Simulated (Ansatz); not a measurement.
# C₆H₁₅Cl₃GaP: a ladder of functionals and wavefunction methods

The task here is to estimate one member of a computed series from the others.

The runs use Ansatz 0.2.0, Gaussian basis; functionals in def2-TZVPP, the program's frozen cores in correlated methods.

Plan: LDA (SPW92), PBE-D4, revPBE-D4, BLYP-D4, r2SCAN-D4, B97M-V, PBE0-D4, B3LYP-D4, r2SCANh-D4, r2SCAN0-D4, HSE06-D4, BHLYP-D4, CAM-B3LYP-D4, LC-ωPBE, ωB97X-V, ωB97M-V, B2PLYP, PBE-QIDH; CCSD(T)/def2-SVP; CCSD(T)/def2-TZVPP; MP2/def2-QZVPP; extrapolation to the limit; RPA on PBE.

## The relaxed structure

The geometry comes from an earlier relaxation with PBE0-D4 in a triple-zeta def2 set; it is a stationary point, not always the lowest conformer.

26 atoms, charge 0, spin multiplicity 1.

Atoms are counted from 1 here; the program's logs count them from 0.

Bond lengths: C1–C2 1.523 Å, C1–H12 1.091 Å, C1–H13 1.091 Å, C1–H14 1.091 Å, C2–P3 1.818 Å, C2–H15 1.093 Å, C2–H16 1.095 Å, P3–C4 1.818 Å, P3–C6 1.818 Å, P3–Ga8 2.392 Å, C4–C5 1.523 Å, C4–H17 1.093 Å, C4–H18 1.095 Å, C5–H19 1.091 Å, C5–H20 1.091 Å, C5–H21 1.091 Å, C6–C7 1.523 Å, C6–H22 1.095 Å and more. Angles: C2–C1–H12 112.0°, C2–C1–H13 109.9°, C2–C1–H14 111.3°, H12–C1–H13 107.7°, H12–C1–H14 108.1°, H13–C1–H14 107.8°, C1–C2–P3 113.1°, C1–C2–H15 110.0°, C1–C2–H16 111.7°, P3–C2–H15 105.9°, P3–C2–H16 108.3°, H15–C2–H16 107.6°, C2–P3–C4 107.3°, C2–P3–C6 107.3°, C2–P3–Ga8 111.6°, C4–P3–C6 107.3°, C4–P3–Ga8 111.6°, C6–P3–Ga8 111.6° and more.

The first run:

in.yaml

```yaml
crystal:
  periodic: [false, false, false]
  atoms:
    - {symbol: C, position_ang: [1.442552, 2.321836, 0.592994]}
    - {symbol: C, position_ang: [0.675710, 1.176873, 1.240446]}
    - {symbol: P, position_ang: [-0.037967, 0.021999, 0.031635]}
    - {symbol: C, position_ang: [-1.262972, 0.947363, -0.941631]}
    - {symbol: C, position_ang: [-1.968089, 0.091027, -1.984572]}
    - {symbol: C, position_ang: [-0.940066, -1.249104, 0.966970]}
    - {symbol: C, position_ang: [-0.036086, -2.091059, 1.857000]}
    - {symbol: Ga, position_ang: [1.646920, -0.943478, -1.364846]}
    - {symbol: Cl, position_ang: [1.864623, 0.483259, -2.993371]}
    - {symbol: Cl, position_ang: [0.805922, -2.860187, -1.959927]}
    - {symbol: Cl, position_ang: [3.385654, -1.092520, -0.064936]}
    - {symbol: H, position_ang: [0.794372, 2.955812, -0.014381]}
    - {symbol: H, position_ang: [1.892397, 2.949907, 1.363759]}
    - {symbol: H, position_ang: [2.245909, 1.949208, -0.045076]}
    - {symbol: H, position_ang: [1.348611, 0.580425, 1.862523]}
    - {symbol: H, position_ang: [-0.131696, 1.543317, 1.883438]}
    - {symbol: H, position_ang: [-0.708885, 1.752687, -1.431552]}
    - {symbol: H, position_ang: [-1.974723, 1.408989, -0.248925]}
    - {symbol: H, position_ang: [-1.252974, -0.363276, -2.672748]}
    - {symbol: H, position_ang: [-2.553754, -0.708882, -1.528423]}
    - {symbol: H, position_ang: [-2.650526, 0.707935, -2.571600]}
    - {symbol: H, position_ang: [-1.729621, -0.755665, 1.543762]}
    - {symbol: H, position_ang: [-1.424209, -1.883148, 0.219196]}
    - {symbol: H, position_ang: [-0.621518, -2.868134, 2.351312]}
    - {symbol: H, position_ang: [0.746340, -2.581696, 1.275219]}
    - {symbol: H, position_ang: [0.444067, -1.493478, 2.633724]}
basis:
  gaussian: {orbitals: def2-TZVPP}
hamiltonian: {xc: lda}
output: {orbitals: {seedname: orbitals}}
```

Command:

```console
ansatz run in.yaml --threads 11 --pin off --events-out ev --progress --plain --max-ram 174080MiB --backend cuda --devices 0, --max-vram 75GiB
```

Among the steps run: LDA; PBE-D4 (GGA); revPBE-D4 (GGA); BLYP-D4 (GGA); r2SCAN-D4 (meta-GGA); B97M-V (meta-GGA); B3LYP-D4 (hybrid); r2SCANh-D4 (hybrid); r2SCAN0-D4 (hybrid); HSE06-D4 (hybrid); BHLYP-D4 (hybrid); CAM-B3LYP-D4 (range-separated); LC-ωPBE (range-separated); ωB97X-V (range-separated); ωB97M-V (range-separated); B2PLYP (double hybrid); PBE-QIDH (double hybrid).

One table of the session follows, with a row left open; its other results are not shown here.

It belongs to the step «Orbital energies across the functionals». 

```
  functional  HOMO (eV)  gap (eV)
 LDA (SPW92)      -6.73      5.46
      PBE-D4      -6.60      5.65
   revPBE-D4      -6.55      5.72
     BLYP-D4      -6.46      5.56
   r2SCAN-D4          ?         ?
      B97M-V      -7.00      6.33
     PBE0-D4      -7.84      7.89
    B3LYP-D4      -7.62      7.35
  r2SCANh-D4      -7.36      7.09
  r2SCAN0-D4      -8.04      8.23
    HSE06-D4      -7.45      7.13
    BHLYP-D4      -8.97      9.97
CAM-B3LYP-D4      -9.14     10.19
     LC-ωPBE     -10.43     12.67
     ωB97X-V     -10.12     12.21
     ωB97M-V      -9.94     11.75
```

Q: Estimate the row for r2SCAN-D4 from the others.

Worked estimate for «HOMO (eV)». Against the share of exact exchange, r2SCANh-D4 (0.1, -7.36), r2SCAN0-D4 (0.25, -8.04) give a slope of -4.53 per unit share; at 0 the line stands at -6.91.

**Answer.** HOMO (eV): -6.91; gap (eV): 6.29. In «HOMO (eV)» the line misses by 0.00.
